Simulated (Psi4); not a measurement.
**CH6Sn (SMILES [CH3][SnH3]) at B2PLYP/def2-SVP (core potential)**

Aim: the energy change on altering one bond length of CH6Sn at B2PLYP/def2-SVP (core potential), from 2 runs. Input form: a Python script.

The calculation is run with Psi4 1.11.

3 further runs of the same task are left out: 1 that didn't finish, 2 set aside as unsound or not needed.

**1. The molecule**

CH6Sn has 8 atoms, charge 0, and is taken as a singlet. As SMILES, `[CH3][SnH3]`. The shape is that of a PBE0-D4/def2-TZVP optimisation.

Bond lengths: C1–Sn2 2.140 Å, C1–H3 1.090 Å, C1–H4 1.090 Å, C1–H5 1.090 Å, Sn2–H6 1.709 Å, Sn2–H7 1.709 Å, Sn2–H8 1.709 Å. Some angles: C1–Sn2–H6 110.1°, C1–Sn2–H7 110.1°, C1–Sn2–H8 110.1°, Sn2–C1–H3 110.0°, Sn2–C1–H4 110.0°, Sn2–C1–H5 110.0°, H6–Sn2–H7 108.8°, H6–Sn2–H8 108.8°, H7–Sn2–H8 108.8°, H3–C1–H4 109.0°.

**2. The energy at B2PLYP/def2-SVP (core potential)**

Contents of job.py:

```python
import psi4

psi4.set_memory(1600000000)
psi4.set_num_threads(1)
psi4.core.set_output_file('psi4.out', False)

m = psi4.geometry("""
0 1
C      1.094500     0.367400    -0.110600
Sn    -0.919400    -0.329100     0.082100
H      1.300500     0.627700    -1.148800
H      1.789300    -0.411200     0.204000
H      1.244600     1.249200     0.512300
H     -2.012000     0.886800    -0.417500
H     -1.156700    -1.716400    -0.887800
H     -1.248700    -0.731500     1.710400
symmetry c1
""")

psi4.set_options({
    'puream': True,
    'e_convergence': 1e-09,
    'd_convergence': 1e-08,
    'scf_type': 'pk',
    'dft_radial_points': 99,
    'dft_spherical_points': 590,
    'num_frozen_docc': 5,
})

e = psi4.energy('b2plyp/def2-SVP', molecule=m)
print(f'total energy {e:.8f} hartree = {e * 27.211386:.5f} eV')
```

Command:

```console
$ python job.py
```

psi4.out:

```text
[...]
    !!!  WARNING: ECP capability is in beta. Please check occupations closely.  !!!
[...]
  Running in c1 symmetry.
[...]
  Nuclear repulsion =   80.491966809413057
[...]
  Multiplicity = 1
[...]
  Nalpha       = 17
  Nbeta        = 17
[...]
    Number of basis functions: 70
[...]
   @RKS iter   1:  -255.36439885924605   -1.59274e+00   7.51393e-03 DIIS/ADIIS
[...]
   @RKS iter  10:  -255.51726650935339   -1.08002e-12   2.15780e-09 DIIS
[...]
    Orbital Energies [Eh]
    ---------------------
    Doubly Occupied:
       1A    -10.620013     2A     -5.406397     3A     -3.684210
       4A     -3.684210     5A     -3.683725     6A     -1.138259
       7A     -1.138258     8A     -1.138037     9A     -1.132702
      10A     -1.132702    11A     -0.784093    12A     -0.565892
      13A     -0.471882    14A     -0.471865    15A     -0.363963
      16A     -0.363959    17A     -0.345210
[...]
  @RKS Final Energy:  -255.51726650935339
   => Energetics <=
    Nuclear Repulsion Energy =             80.4919668094130571
    One-Electron Energy =                -591.0262954319194932
    Two-Electron Energy =                 267.3590891884423968
    DFT Exchange-Correlation Energy =     -12.3420270752893373
    Empirical Dispersion Energy =           0.0000000000000000
    VV10 Nonlocal Energy =                  0.0000000000000000
    Total Energy =                       -255.5172665093533908
[...]
 Multipole Moments:
 ------------------------------------------------------------------------------------
     Multipole            Electronic (a.u.)      Nuclear  (a.u.)        Total (a.u.)
 ------------------------------------------------------------------------------------
 L = 1.  Multiply by 2.5417464519 to convert [e a0] to [Debye]
 Dipole X            :        -19.0145617           19.2956723            0.2811106
 Dipole Y            :         -6.5762689            6.6734494            0.0971806
 Dipole Z            :          1.8195035           -1.8464556           -0.0269521
 Magnitude           :                                                    0.2986531
[...]
```

The script printed:

```text
Memory set to   1.490 GiB by Python driver.
  Threads set to 1 by Python driver.
total energy -255.60857088 hartree = -6955.46349 eV
```

Run time: 7.5 s. Hardware: 1 thread of Intel Xeon 6975P-C (Granite Rapids), shared host; peak memory 1.1 GiB.

**3. The distorted shape at the same level**

Contents of run.py:

```python
import psi4

psi4.set_memory(1600000000)
psi4.set_num_threads(1)
psi4.set_output_file('output.dat', False)

m = psi4.geometry("""
C
Sn 1 2.139635
H 1 1.2535 2 109.96288
H 1 1.089926 3 108.96864 2 120.59847
H 1 1.090003 4 108.97621 3 -118.79731
H 2 1.709324 1 110.10606 4 -179.73098
H 2 1.709274 6 108.82936 1 -120.77116
H 2 1.709305 7 108.82779 6 118.45977
symmetry c1
""")

options = {'basis': 'def2-SVP', 'puream': True, 'e_convergence': 1e-09, 'd_convergence': 1e-08, 'scf_type': 'pk', 'dft_radial_points': 99, 'dft_spherical_points': 590, 'num_frozen_docc': 5}
psi4.set_options(options)

energy_value = psi4.energy("B2PLYP")
print(f'total energy {energy_value:.8f} hartree = {energy_value * 27.211386:.5f} eV')
for k, v in sorted(psi4.core.scalar_variables().items()):
    print(f'{k:45s} {v:18.10f}')
```

Command:

```console
$ python run.py
```

output.dat:

```text
[...]
    !!!  WARNING: ECP capability is in beta. Please check occupations closely.  !!!
[...]
  Running in c1 symmetry.
[...]
  Nuclear repulsion =   79.888820616612904
[...]
  Multiplicity = 1
[...]
  Nalpha       = 17
  Nbeta        = 17
[...]
    Number of basis functions: 70
[...]
   @RKS iter   1:  -255.35347749328497   -1.66836e+00   7.40053e-03 ADIIS/DIIS
[...]
   @RKS iter  10:  -255.50502087869353   -1.50635e-12   2.61797e-09 DIIS
[...]
    Orbital Energies [Eh]
    ---------------------
    Doubly Occupied:
       1A    -10.635023     2A     -5.407198     3A     -3.685000
       4A     -3.684991     5A     -3.684571     6A     -1.139074
       7A     -1.139023     8A     -1.138879     9A     -1.133539
      10A     -1.133464    11A     -0.771833    12A     -0.565433
      13A     -0.473931    14A     -0.446930    15A     -0.364413
      16A     -0.363377    17A     -0.345306
[...]
  @RKS Final Energy:  -255.50502087869353
   => Energetics <=
    Nuclear Repulsion Energy =             79.8888206166129038
    One-Electron Energy =                -589.8393777968021823
    Two-Electron Energy =                 266.7630615756832526
    DFT Exchange-Correlation Energy =     -12.3175252741875045
    Empirical Dispersion Energy =           0.0000000000000000
    VV10 Nonlocal Energy =                  0.0000000000000000
    Total Energy =                       -255.5050208786935286
[...]
 Multipole Moments:
 ------------------------------------------------------------------------------------
     Multipole            Electronic (a.u.)      Nuclear  (a.u.)        Total (a.u.)
 ------------------------------------------------------------------------------------
 L = 1.  Multiply by 2.5417464519 to convert [e a0] to [Debye]
 Dipole X            :         -0.0001290            0.0000789           -0.0000500
 Dipole Y            :         -0.2531191            0.2184614           -0.0346577
 Dipole Z            :         20.3098440          -20.5797151           -0.2698711
 Magnitude           :                                                    0.2720874
[...]
```

On the terminal:

```text
Memory set to   1.490 GiB by Python driver.
  Threads set to 1 by Python driver.
total energy -255.59719302 hartree = -6955.15388 eV
B2PLYP DOUBLE-HYBRID CORRECTION ENERGY             -0.0921721374
B2PLYP TOTAL ENERGY                              -255.5971930161
CURRENT ENERGY                                   -255.5971930161
CURRENT REFERENCE ENERGY                         -255.5050208787
DD SOLVATION ENERGY                                 0.0000000000
DFT FUNCTIONAL TOTAL ENERGY                      -255.5050208787
DFT TOTAL ENERGY                                 -255.5971930161
DFT VV10 ENERGY                                     0.0000000000
DFT XC ENERGY                                     -12.3175252742
DOUBLE-HYBRID CORRECTION ENERGY                    -0.0921721374
GRID ELECTRONS ALPHA                               16.9999998169
GRID ELECTRONS BETA                                16.9999998169
GRID ELECTRONS TOTAL                               33.9999996338
NUCLEAR REPULSION ENERGY                           79.8888206166
ONE-ELECTRON ENERGY                              -589.8393777968
PCM POLARIZATION ENERGY                             0.0000000000
PE ENERGY                                           0.0000000000
SCF ITERATION ENERGY                             -255.5050208787
SCF ITERATIONS                                     10.0000000000
SCF TOTAL ENERGY                                 -255.5050208787
TWO-ELECTRON ENERGY                               266.7630615757
XC GRID RADIAL POINTS                              99.0000000000
XC GRID SPHERICAL POINTS                          590.0000000000
XC GRID TOTAL POINTS                           444411.0000000000
```

It took 7.5 s on 1 thread of Intel Xeon 6975P-C (Granite Rapids), shared host; peak memory 1.1 GiB.

**4. Results**

Level: B2PLYP/def2-SVP (core potential), 5 core orbitals frozen.

| quantity | value |
| --- | --- |
| first shape: total energy | -255.60857 Eh |
| first shape: HOMO energy (SCF part's orbitals) | -9.39 eV |
| first shape: LUMO energy (SCF part's orbitals) | 1.74 eV |
| first shape: HOMO–LUMO gap (SCF part's orbitals) | 11.14 eV |
| distorted shape: total energy | -255.59719 Eh |
| distorted shape: HOMO energy (SCF part's orbitals) | -9.40 eV |
| distorted shape: LUMO energy (SCF part's orbitals) | 1.65 eV |
| distorted shape: HOMO–LUMO gap (SCF part's orbitals) | 11.05 eV |
| energy change with the C1–H3 bond stretched from 1.090 to 1.253 Å | 0.310 eV |

**Reading.** With the C1–H3 bond stretched from 1.090 to 1.253 Å the energy rises by 0.31 eV (29.9 kJ/mol). The first shape isn't relaxed at this level, so the change isn't measured from a minimum.
